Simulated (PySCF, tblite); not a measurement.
# 1-cyclopentenylacetonitrile: a rotation path, then NMR shifts on frames, part 2 of 2

tblite 0.8.0 and PySCF 2.14.0. Atoms count from 0. The steps go on from the part before.

## (5) NMR shieldings: image 4, PBE0/pcSseg-1

What the job is given:

```
{"job": {"kind": "nmr", "xc": "PBE0", "basis": "pcSseg-1", "pop": false}, "charge": 0, "multiplicity": 1}
N      2.980700     2.189600     0.664800
C      2.562900     1.164200     0.381200
C      2.026200    -0.122700     0.010700
C      0.521600    -0.098400     0.056000
C     -0.235200     0.275600     1.076800
C     -1.696200     0.214300     0.751700
C     -1.736600    -0.559800    -0.578800
C     -0.306200    -0.485400    -1.138800
H      2.376300    -0.365000    -0.996500
H      2.416800    -0.872200     0.707900
H      0.119600     0.616900     2.033800
H     -2.275200    -0.277800     1.535000
H     -2.087800     1.229700     0.640300
H     -2.462500    -0.145500    -1.275900
H     -2.006100    -1.599500    -0.388200
H      0.018000    -1.432300    -1.574600
H     -0.223400     0.280400    -1.915400
```

With the program's defaults for keys left out, this is: GIAO PBE0/pcSseg-1 NMR shielding, non-relativistic, gas phase.

Standard output:

```text
coarse grid: 14248 points
cycle   1  E = -326.3272931150  dE =  1.161e+00  |g| = 5.170e-01  |ddm| = 3.799e+00
cycle   2  E = -326.1789209637  dE =  1.484e-01  |g| = 9.797e-01  |ddm| = 1.276e+00
cycle   3  E = -326.3911818709  dE = -2.123e-01  |g| = 1.620e-01  |ddm| = 8.230e-01
cycle   4  E = -326.3970132401  dE = -5.831e-03  |g| = 4.734e-02  |ddm| = 1.656e-01
cycle   5  E = -326.3975141118  dE = -5.009e-04  |g| = 1.007e-02  |ddm| = 5.311e-02
cycle   6  E = -326.3975376974  dE = -2.359e-05  |g| = 1.959e-03  |ddm| = 1.152e-02
cycle   7  E = -326.3975385667  dE = -8.693e-07  |g| = 3.975e-04  |ddm| = 2.201e-03
final grid: 137800 points
cycle   8  E = -326.4455645871  dE = -4.078e-05  |g| = 7.579e-03  |ddm| = 3.743e-02
cycle   9  E = -326.4455609674  dE =  3.620e-06  |g| = 8.569e-03  |ddm| = 1.608e-02
cycle  10  E = -326.4455798130  dE = -1.885e-05  |g| = 8.470e-04  |ddm| = 8.913e-03
cycle  11  E = -326.4455799495  dE = -1.365e-07  |g| = 3.718e-04  |ddm| = 1.040e-03
cycle  12  E = -326.4455799766  dE = -2.702e-08  |g| = 1.518e-04  |ddm| = 3.627e-04
cycle  13  E = -326.4455799813  dE = -4.757e-09  |g| = 4.943e-05  |ddm| = 1.230e-04
cycle  14  E = -326.4455799818  dE = -4.791e-10  |g| = 1.582e-05  |ddm| = 4.691e-05
converged SCF energy = -326.4455799818

GIAO shielding tensors (ppm)
atom      isotropic    diamagn.    paramagn.     s11        s22        s33       span
  0 N      -29.004     339.583    -368.587   -200.835   -180.060    293.884    494.719
  1 C       63.936     259.485    -195.549    -56.353    -44.960    293.121    349.474
  2 C      169.329     244.525     -75.196    157.101    166.934    183.952     26.850
  3 C       45.526     262.494    -216.969    -62.089     68.202    130.464    192.553
  4 C       46.383     253.489    -207.106    -61.956     61.021    140.082    202.038
  5 C      148.847     248.967    -100.121    123.873    152.283    170.384     46.511
  6 C      160.968     247.445     -86.477    133.255    174.102    175.547     42.292
  7 C      145.461     246.189    -100.728    113.263    150.513    172.608     59.345
  8 H       29.013      27.633       1.380     23.915     29.346     33.777      9.862
  9 H       28.473      26.593       1.880     24.287     26.968     34.164      9.877
 10 H       25.551      33.845      -8.293     23.741     24.552     28.361      4.620
 11 H       29.095      29.862      -0.767     24.657     27.115     35.512     10.855
 12 H       28.950      30.268      -1.317     24.936     26.931     34.985     10.049
 13 H       29.656      29.628       0.027     25.269     27.564     36.134     10.865
 14 H       29.729      30.123      -0.395     24.426     28.181     36.578     12.152
 15 H       29.392      30.656      -1.264     24.788     28.746     34.642      9.854
 16 H       28.943      30.736      -1.793     24.545     28.251     34.034      9.489
```

It took 18 s on 1 thread of Arm Neoverse V2, shared host; peak memory 0.85 GiB.

This run: δ C3 141.4, C4 140.5, C1 123.0, C7 41.5, H10 6.17, H9 3.24 ppm.

## (6) Nuclear shieldings: image 6, PBE0/pcSseg-1

What the job is given:

```
{"job": {"kind": "nmr", "xc": "PBE0", "basis": "pcSseg-1", "pop": false}, "charge": 0, "multiplicity": 1}
N      3.020500     1.869100     1.323200
C      2.583400     1.026200     0.686900
C      2.019700    -0.024000    -0.124600
C      0.518900    -0.031000    -0.029400
C     -0.215300     0.444600     0.964600
C     -1.682600     0.291600     0.709500
C     -1.741600    -0.643200    -0.513100
C     -0.332600    -0.604300    -1.130900
H      2.337600     0.130800    -1.160900
H      2.423200    -0.985500     0.215700
H      0.162700     0.921600     1.852300
H     -2.210700    -0.118800     1.571600
H     -2.116800     1.271900     0.493600
H     -2.502800    -0.334600    -1.227600
H     -1.975200    -1.657600    -0.186700
H      0.008300    -1.592700    -1.445100
H     -0.303800     0.047800    -2.009100
```

With the program's defaults for keys left out, this is: GIAO PBE0/pcSseg-1 NMR shielding, non-relativistic, gas phase.

Standard output:

```text
coarse grid: 14248 points
cycle   1  E = -326.3304385458  dE =  1.161e+00  |g| = 5.131e-01  |ddm| = 3.832e+00
cycle   2  E = -326.1856964865  dE =  1.447e-01  |g| = 9.684e-01  |ddm| = 1.276e+00
cycle   3  E = -326.3935437355  dE = -2.078e-01  |g| = 1.620e-01  |ddm| = 8.263e-01
cycle   4  E = -326.3993601313  dE = -5.816e-03  |g| = 4.735e-02  |ddm| = 1.686e-01
cycle   5  E = -326.3998593164  dE = -4.992e-04  |g| = 1.026e-02  |ddm| = 5.351e-02
cycle   6  E = -326.3998832027  dE = -2.389e-05  |g| = 2.525e-03  |ddm| = 1.195e-02
cycle   7  E = -326.3998844101  dE = -1.207e-06  |g| = 1.184e-03  |ddm| = 3.073e-03
final grid: 137800 points
cycle   8  E = -326.4479424333  dE = -3.854e-05  |g| = 7.971e-03  |ddm| = 4.195e-02
cycle   9  E = -326.4479350247  dE =  7.409e-06  |g| = 9.732e-03  |ddm| = 1.769e-02
cycle  10  E = -326.4479588464  dE = -2.382e-05  |g| = 1.388e-03  |ddm| = 1.001e-02
cycle  11  E = -326.4479592907  dE = -4.442e-07  |g| = 3.529e-04  |ddm| = 1.453e-03
cycle  12  E = -326.4479593181  dE = -2.749e-08  |g| = 1.247e-04  |ddm| = 4.122e-04
cycle  13  E = -326.4479593208  dE = -2.642e-09  |g| = 6.977e-05  |ddm| = 1.219e-04
cycle  14  E = -326.4479593218  dE = -9.824e-10  |g| = 1.416e-05  |ddm| = 5.562e-05
converged SCF energy = -326.4479593218

GIAO shielding tensors (ppm)
atom      isotropic    diamagn.    paramagn.     s11        s22        s33       span
  0 N      -32.574     339.845    -372.419   -200.833   -191.531    294.643    495.476
  1 C       63.980     259.750    -195.771    -54.852    -45.749    292.540    347.392
  2 C      167.192     245.108     -77.917    156.070    162.023    183.482     27.412
  3 C       46.011     263.007    -216.996    -60.559     68.023    130.570    191.129
  4 C       47.289     253.857    -206.568    -56.579     60.008    138.440    195.019
  5 C      149.775     249.103     -99.328    125.816    152.669    170.840     45.024
  6 C      160.567     247.422     -86.855    131.766    174.205    175.731     43.964
  7 C      147.203     246.033     -98.830    118.720    149.983    172.907     54.187
  8 H       28.970      27.245       1.725     23.615     29.273     34.022     10.407
  9 H       28.638      26.497       2.141     24.202     27.295     34.417     10.215
 10 H       25.377      34.787      -9.410     23.303     24.636     28.192      4.889
 11 H       29.126      30.020      -0.894     24.660     27.170     35.547     10.887
 12 H       28.973      30.292      -1.319     24.851     26.997     35.071     10.220
 13 H       29.598      29.529       0.068     25.082     27.590     36.122     11.041
 14 H       29.669      30.134      -0.464     24.357     28.185     36.465     12.108
 15 H       29.418      30.517      -1.099     24.769     28.755     34.730      9.961
 16 H       29.174      30.445      -1.271     24.695     28.213     34.615      9.920
```

It took 18 s on 1 thread of Arm Neoverse V2, shared host; peak memory 0.85 GiB.

In short: δ C3 140.9, C4 139.6, C1 122.9, C7 39.7, H10 6.34, H9 3.08 ppm.

## (7) NMR shieldings: image 8, PBE0/pcSseg-1

What the job is given:

```
{"job": {"kind": "nmr", "xc": "PBE0", "basis": "pcSseg-1", "pop": false}, "charge": 0, "multiplicity": 1}
N      3.154100     1.302000     1.756500
C      2.640700     0.777800     0.880200
C      1.997100     0.113200    -0.224000
C      0.504100     0.058600    -0.070100
C     -0.245800     0.622600     0.863900
C     -1.705400     0.360700     0.649400
C     -1.721300    -0.729300    -0.437400
C     -0.326900    -0.683800    -1.083000
H      2.258300     0.644000    -1.147300
H      2.401000    -0.903100    -0.299500
H      0.108400     1.224900     1.682700
H     -2.202900     0.039400     1.565400
H     -2.200900     1.275300     0.310200
H     -2.514800    -0.571500    -1.165300
H     -1.878700    -1.704000     0.025200
H      0.066600    -1.681000    -1.288000
H     -0.340600    -0.133700    -2.028700
```

Method: GIAO PBE0/pcSseg-1 NMR shielding, non-relativistic, gas phase.

Standard output:

```text
coarse grid: 14248 points
cycle   1  E = -326.3322014427  dE =  1.163e+00  |g| = 5.116e-01  |ddm| = 3.851e+00
cycle   2  E = -326.1890021176  dE =  1.432e-01  |g| = 9.638e-01  |ddm| = 1.283e+00
cycle   3  E = -326.3950406707  dE = -2.060e-01  |g| = 1.618e-01  |ddm| = 8.307e-01
cycle   4  E = -326.4008340235  dE = -5.793e-03  |g| = 4.741e-02  |ddm| = 1.689e-01
cycle   5  E = -326.4013338440  dE = -4.998e-04  |g| = 1.028e-02  |ddm| = 5.409e-02
cycle   6  E = -326.4013576850  dE = -2.384e-05  |g| = 2.635e-03  |ddm| = 1.193e-02
cycle   7  E = -326.4013590047  dE = -1.320e-06  |g| = 1.238e-03  |ddm| = 3.198e-03
final grid: 137800 points
cycle   8  E = -326.4494408365  dE = -3.843e-05  |g| = 8.301e-03  |ddm| = 3.779e-02
cycle   9  E = -326.4494324316  dE =  8.405e-06  |g| = 1.022e-02  |ddm| = 1.822e-02
cycle  10  E = -326.4494586633  dE = -2.623e-05  |g| = 1.398e-03  |ddm| = 1.042e-02
cycle  11  E = -326.4494591161  dE = -4.528e-07  |g| = 3.476e-04  |ddm| = 1.460e-03
cycle  12  E = -326.4494591436  dE = -2.742e-08  |g| = 1.106e-04  |ddm| = 4.055e-04
cycle  13  E = -326.4494591457  dE = -2.095e-09  |g| = 6.395e-05  |ddm| = 1.135e-04
cycle  14  E = -326.4494591465  dE = -8.163e-10  |g| = 1.571e-05  |ddm| = 5.266e-05
converged SCF energy = -326.4494591465

GIAO shielding tensors (ppm)
atom      isotropic    diamagn.    paramagn.     s11        s22        s33       span
  0 N      -33.879     339.961    -373.839   -201.794   -196.510    296.669    498.464
  1 C       64.635     259.372    -194.737    -52.469    -46.060    292.433    344.902
  2 C      166.075     245.256     -79.181    155.394    159.471    183.362     27.968
  3 C       46.404     262.992    -216.588    -58.564     65.975    131.800    190.365
  4 C       49.293     253.333    -204.040    -50.407     58.668    139.618    190.025
  5 C      149.771     249.263     -99.492    125.467    152.977    170.869     45.402
  6 C      160.331     247.378     -87.047    131.161    174.351    175.482     44.321
  7 C      147.083     246.402     -99.319    120.039    148.493    172.716     52.677
  8 H       28.808      26.629       2.180     23.840     28.285     34.300     10.459
  9 H       28.803      26.964       1.838     23.673     28.667     34.069     10.396
 10 H       25.440      34.826      -9.387     23.335     24.864     28.121      4.785
 11 H       29.093      30.058      -0.965     24.680     27.139     35.460     10.779
 12 H       29.033      30.108      -1.075     24.847     27.020     35.232     10.385
 13 H       29.627      29.462       0.165     25.053     27.600     36.227     11.175
 14 H       29.653      30.248      -0.595     24.431     28.168     36.360     11.929
 15 H       29.541      30.699      -1.158     24.989     28.783     34.852      9.863
 16 H       29.226      30.379      -1.153     24.747     28.255     34.676      9.929
```

Wall time 18 s (1 thread of Arm Neoverse V2, shared host); peak memory 0.85 GiB.

This run: δ C3 140.5, C4 137.6, C1 122.3, C7 39.8, H10 6.28, H9 2.91 ppm.

## (8) Comparing the runs: NMR shifts

Shifts (ppm) of some atoms, chosen among heavy atoms and hydrogens apart, with basis size and wall time:

```
  frame     C4     C1    C7    C2   H10   H16     N0  functions  time
image 0  138.2  121.3  38.7  21.2  5.87  3.03  298.9        181  19 s
image 2  140.0  121.9  40.8  19.0  5.98  2.95  296.3        181  18 s
image 4  140.5  123.0  41.5  17.6  6.17  2.77  296.7        181  18 s
image 6  139.6  122.9  39.7  19.7  6.34  2.54  300.3        181  18 s
image 8  137.6  122.3  39.8  20.8  6.28  2.49  301.6        181  18 s
```

## (9) Summary of results

This closing draws on all 2 parts.

| quantity | value |
| --- | --- |
| barrier | 0.034 eV (0.8 kcal/mol) at image 4 |
| end to end (GFN2-xTB) | 0.018 eV |
| 13C shifts against TMS (PBE0/pcSseg-1, image 0) | 141.6, 138.2, 121.3, 38.7, 37.6, 26.0, 21.2 ppm |
| 1H shifts against TMS (PBE0/pcSseg-1, image 0) | 5.87, 3.27, 3.03, 2.91, 2.68, 2.54, 2.21, 2.11, 2.00 ppm |
| 15N shifts against NH3 (PBE0/pcSseg-1, image 0) | 298.9 ppm |
| range of the shift of N0 | 296.3 to 301.6 ppm |

**Reading.** Along the band the dihedral turns by 120°, and the top (dihedral 125°) lies 0.8 kcal/mol above the start (GFN2-xTB, rough), so at room temperature this motion is fast. Ends this close can change order at a higher level. The top was not checked by a frequency run. Shifts at one fixed geometry are not the observed spectrum, which averages over the motion. In the first frame run (image 0): The largest span, 501 ppm, is at N0, where the paramagnetic term is -371 ppm. Across the 5 runs the shift of N0 moves most, between 296.3 (image 2) and 301.6 ppm (image 8).
